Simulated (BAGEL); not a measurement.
# PBE0/def2-SVP (density fitting with qzvpp-jkfit) run of Si2H4ClF (SMILES F[SiH]([SiH3])Cl)

What is the energy change on altering one bond length of Si2H4ClF at PBE0/def2-SVP (density fitting with qzvpp-jkfit)? 

Program for the calculation: BAGEL 1.2.2.

2 further runs of the same task are left out: 2 set aside as unsound or not needed. Runs told in other sessions of the task aren't counted.

### Step 1. The molecule

Si2H4ClF: 8 atoms, total charge 0, spin state singlet. SMILES: `F[SiH]([SiH3])Cl`. The shape is that of a PBE0-D4/def2-TZVP optimisation.

Bond lengths: F1–Si2 1.597 Å, Si2–Si3 2.339 Å, Si2–Cl4 2.049 Å, Si2–H5 1.481 Å, Si3–H6 1.487 Å, Si3–H7 1.486 Å, Si3–H8 1.485 Å. Some angles: F1–Si2–Si3 109.8°, F1–Si2–Cl4 107.9°, Si3–Si2–Cl4 109.0°, F1–Si2–H5 107.2°, Si3–Si2–H5 115.4°, Cl4–Si2–H5 107.3°, Si2–Si3–H6 110.0°, Si2–Si3–H7 108.3°, Si2–Si3–H8 109.2°, H6–Si3–H7 109.5°.

### Step 2. The energy at PBE0/def2-SVP (density fitting with qzvpp-jkfit)

calc.json

```json
{ "bagel" : [

{
  "title" : "molecule",
  "basis" : "svp",
  "df_basis" : "qzvpp-jkfit",
  "angstrom" : true,
  "geometry" : [
    { "atom" : "F", "xyz" : [      -1.329000,       1.796800,       0.161200 ] },
    { "atom" : "Si", "xyz" : [      -0.382900,       0.812800,      -0.667700 ] },
    { "atom" : "Si", "xyz" : [       0.539000,      -0.793000,       0.761300 ] },
    { "atom" : "Cl", "xyz" : [      -1.534100,      -0.130100,      -2.075900 ] },
    { "atom" : "H", "xyz" : [       0.596600,       1.655400,      -1.392300 ] },
    { "atom" : "H", "xyz" : [       1.355700,      -0.131100,       1.812300 ] },
    { "atom" : "H", "xyz" : [       1.403500,      -1.693800,      -0.044400 ] },
    { "atom" : "H", "xyz" : [      -0.556600,      -1.574100,       1.389600 ] }
  ]
},

{ "title" : "ks", "xc_func" : "pbe0" },

{ "title" : "print", "file" : "orbitals.molden", "orbitals" : true }

]}
```

Command:

```
$ BAGEL_NUM_THREADS=1 BAGEL calc.json > calc.out
```

The log of the run:

```text
* using 1 threads per process

  ===============================================================
  ===============================================================

  *** Geometry ***

  { "atom" : "F", "xyz" : [     -2.511446,      3.395460,      0.304624 ] },
  { "atom" : "Si", "xyz" : [     -0.723576,      1.535969,     -1.261770 ] },
  { "atom" : "Si", "xyz" : [      1.018562,     -1.498553,      1.438648 ] },
  { "atom" : "Cl", "xyz" : [     -2.899029,     -0.245853,     -3.922882 ] },
  { "atom" : "H", "xyz" : [      1.127411,      3.128253,     -2.631066 ] },
  { "atom" : "H", "xyz" : [      2.561902,     -0.247743,      3.424751 ] },
  { "atom" : "H", "xyz" : [      2.652231,     -3.200818,     -0.083904 ] },
  { "atom" : "H", "xyz" : [     -1.051822,     -2.974618,      2.625963 ] },

  Number of auxiliary basis functions:      533

  Since a DF basis is specified, we compute 2- and 3-index integrals:
    o Being stored without compression. Storage requirement is 0.033 GB

  Number of basis functions:       88
  Number of electrons      :       58

    * METHOD: MOLECULE                             0.21

  *** Kohn-Sham DFT ***

    * Removing 13612 points whose weight is below 1.00e-10
    * Grid points: 105636

  === Nuclear Repulsion ===
   276.2049934957

       - DIIS with orbital gradients will be used.

  === KS iteration (pbe0 / svp) ===
      0      -1113.00565415          0.09937501           0.42
      1      -1057.61708584          0.11728765           0.41
      2       -981.91978489          0.17277923           0.41
      3      -1122.92948335          0.08849666           0.41
      4      -1130.79746005          0.08340034           0.41
      5      -1139.36571488          0.04077831           0.41
      6      -1140.52662299          0.00985898           0.49
      7      -1140.60717420          0.00556637           0.41
      8      -1140.62651563          0.00153728           0.42
      9      -1140.62813303          0.00059277           0.42
     10      -1140.62834622          0.00014230           0.42
     11      -1140.62836264          0.00002729           0.46
     12      -1140.62836328          0.00000667           0.42
     13      -1140.62836332          0.00000221           0.41
     14      -1140.62836332          0.00000072           0.44
     15      -1140.62836332          0.00000016           0.44
     16      -1140.62836332          0.00000004           0.44
     17      -1140.62836332          0.00000002           0.43
     18      -1140.62836332          0.00000001           0.42
    * SCF iteration converged.

    * Permanent dipole moment:
           (   -0.575671,     0.188281,    -0.162805) a.u.

    * METHOD: KS                                   8.58

    * METHOD: PRINT                                0.01

  ===============================================================
```

It took 9 s on 1 thread of Intel Xeon 6975P-C (Granite Rapids), shared host; peak memory 0.48 GiB.

### Step 3. The distorted shape at the same level

calc.json

```json
{ "bagel": [

{
  "title": "molecule",
  "basis": "svp",
  "df_basis": "qzvpp-jkfit",
  "angstrom": "true",
  "geometry": [
    { "atom": "F", "xyz": [      -1.475946,       1.670392,       0.269905 ] },
    { "atom": "Si", "xyz": [      -0.529846,       0.686392,      -0.558995 ] },
    { "atom": "Si", "xyz": [       0.392054,      -0.919408,       0.870005 ] },
    { "atom": "Cl", "xyz": [      -1.681046,      -0.256508,      -1.967195 ] },
    { "atom": "H", "xyz": [       0.596600,       1.655400,      -1.392300 ] },
    { "atom": "H", "xyz": [       1.208754,      -0.257508,       1.921005 ] },
    { "atom": "H", "xyz": [       1.256554,      -1.820208,       0.064305 ] },
    { "atom": "H", "xyz": [      -0.703546,      -1.700508,       1.498305 ] }
  ]
},

{ "title": "ks", "xc_func": "pbe0" },

{ "title": "print", "file": "orbitals.molden", "orbitals": "true" }

]}
```

Command:

```
$ BAGEL_NUM_THREADS=1 BAGEL calc.json > calc.out
```

The log of the run:

```text
* using 1 threads per process

  ===============================================================
  ===============================================================

  *** Geometry ***

  { "atom" : "F", "xyz" : [     -2.789134,      3.156583,      0.510047 ] },
  { "atom" : "Si", "xyz" : [     -1.001264,      1.297093,     -1.056347 ] },
  { "atom" : "Si", "xyz" : [      0.740875,     -1.737429,      1.644071 ] },
  { "atom" : "Cl", "xyz" : [     -3.176717,     -0.484730,     -3.717460 ] },
  { "atom" : "H", "xyz" : [      1.127411,      3.128253,     -2.631066 ] },
  { "atom" : "H", "xyz" : [      2.284214,     -0.486620,      3.630173 ] },
  { "atom" : "H", "xyz" : [      2.374543,     -3.439695,      0.121519 ] },
  { "atom" : "H", "xyz" : [     -1.329509,     -3.213494,      2.831386 ] },

  Number of auxiliary basis functions:      533

  Since a DF basis is specified, we compute 2- and 3-index integrals:
    o Being stored without compression. Storage requirement is 0.033 GB

  Number of basis functions:       88
  Number of electrons      :       58

    * METHOD: MOLECULE                             0.21

  *** Kohn-Sham DFT ***

    * Removing 13461 points whose weight is below 1.00e-10
    * Grid points: 105787

  === Nuclear Repulsion ===
   275.1224898202

       - DIIS with orbital gradients will be used.

  === KS iteration (pbe0 / svp) ===
      0      -1112.92558190          0.09889215           0.43
      1      -1065.02725148          0.11282923           0.45
      2       -979.03649325          0.15878470           0.45
      3      -1124.14408554          0.09359715           0.41
      4      -1129.48539426          0.08811124           0.44
      5      -1138.89690964          0.04705494           0.43
      6      -1140.10099139          0.02401334           0.43
      7      -1140.54633988          0.00988807           0.43
      8      -1140.60590045          0.00340197           0.43
      9      -1140.61587271          0.00121695           0.41
     10      -1140.61674301          0.00044759           0.42
     11      -1140.61688981          0.00009233           0.42
     12      -1140.61689430          0.00002766           0.44
     13      -1140.61689485          0.00000609           0.41
     14      -1140.61689489          0.00000137           0.40
     15      -1140.61689489          0.00000050           0.42
     16      -1140.61689489          0.00000014           0.41
     17      -1140.61689489          0.00000006           0.41
     18      -1140.61689489          0.00000002           0.45
     19      -1140.61689489          0.00000001           0.41
    * SCF iteration converged.

    * Permanent dipole moment:
           (   -0.501448,     0.292138,    -0.235600) a.u.

    * METHOD: KS                                   9.02

    * METHOD: PRINT                                0.01

  ===============================================================
```

It took 9.6 s on 1 thread of Intel Xeon 6975P-C (Granite Rapids), shared host; peak memory 0.48 GiB.

### Step 4. Summary of results

Level: PBE0/def2-SVP (density fitting with qzvpp-jkfit).

| quantity | value |
| --- | --- |
| first shape: total energy | -1140.62836 Eh |
| first shape: dipole moment | 1.59 D |
| first shape: HOMO energy | -8.35 eV |
| first shape: LUMO energy | -0.30 eV |
| first shape: HOMO–LUMO gap | 8.05 eV |
| distorted shape: total energy | -1140.61689 Eh |
| distorted shape: dipole moment | 1.59 D |
| distorted shape: HOMO energy | -8.29 eV |
| distorted shape: LUMO energy | -0.39 eV |
| distorted shape: HOMO–LUMO gap | 7.90 eV |
| energy change with the Si2–H5 bond stretched from 1.481 to 1.704 Å | 0.312 eV |

In words: With the Si2–H5 bond stretched from 1.481 to 1.704 Å the energy rises by 0.31 eV (30.1 kJ/mol). The first shape isn't relaxed at this level, so the change isn't measured from a minimum.
